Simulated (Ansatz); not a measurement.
# CuFH: the cost of one run

Program: Ansatz 0.2.0, Gaussian basis. Level of theory: RKS PBE-D4/def2-SVP. These are calculated values, not measurements.

Levels: PBE-D4, revPBE-D4, BLYP-D4, r2SCAN-D4, B97M-V, PBE0-D4, B3LYP-D4, HSE06-D4, wB97X-V, wB97M-V, B2PLYP, Hartree-Fock, MP2, CCSD, CCSD(T). The reference is CCSD(T) extrapolated to the basis limit. For elements past Ar these valence bases correlate outer-core shells poorly and lack relativity, so that limit is rough.

Correlated methods freeze the cores. The 3s and 3p shells of Cu and Zn are frozen; filled d shells are correlated. B3LYP uses VWN-RPA correlation. B2PLYP carries no dispersion term here.

163 further runs of the same task are left out: 163 set aside as unsound or not needed.

## (1) The system as given

The pair, from a GFN2-xTB docking trial: 3 atoms, charge 1, spin multiplicity 1.

Atoms are counted from 1 here; the program's logs count them from 0.

Bond lengths: Cu1–F2 2.020 Å, F2–H3 0.952 Å. Angles: Cu1–F2–H3 177.0°.

As a file:

```xyz
3
charge 1, multiplicity 1
Cu    0.0755    0.0722   -1.6605
F    -0.0015   -0.0015    0.3569
H    -0.0740   -0.0708    1.3036
```

Atoms 1 to 1 are fragment A (Cu+), the rest fragment B (HF).

## (2) A first relaxation in a small basis

pre/in.yaml

```yaml
crystal:
  periodic: [false, false, false]
  atoms:
    - {symbol: Cu, position_ang: [0.075500, 0.072200, -1.660500]}
    - {symbol: F, position_ang: [-0.001500, -0.001500, 0.356900]}
    - {symbol: H, position_ang: [-0.074000, -0.070800, 1.303600]}
basis:
  gaussian: {orbitals: def2-SVP}
total_charge: 1
hamiltonian: {xc: pbe, dispersion: d4}
relax: {f_tol: 0.03, max_steps: 250}
```

The run is started by

```sh
$ ansatz run in.yaml --threads 2 --pin off --events-out ev --progress --plain --max-ram 5222MiB
```

**Question.** How long does this run take on 2 threads of AMD EPYC 9R45, shared host?

About 3.3 s.
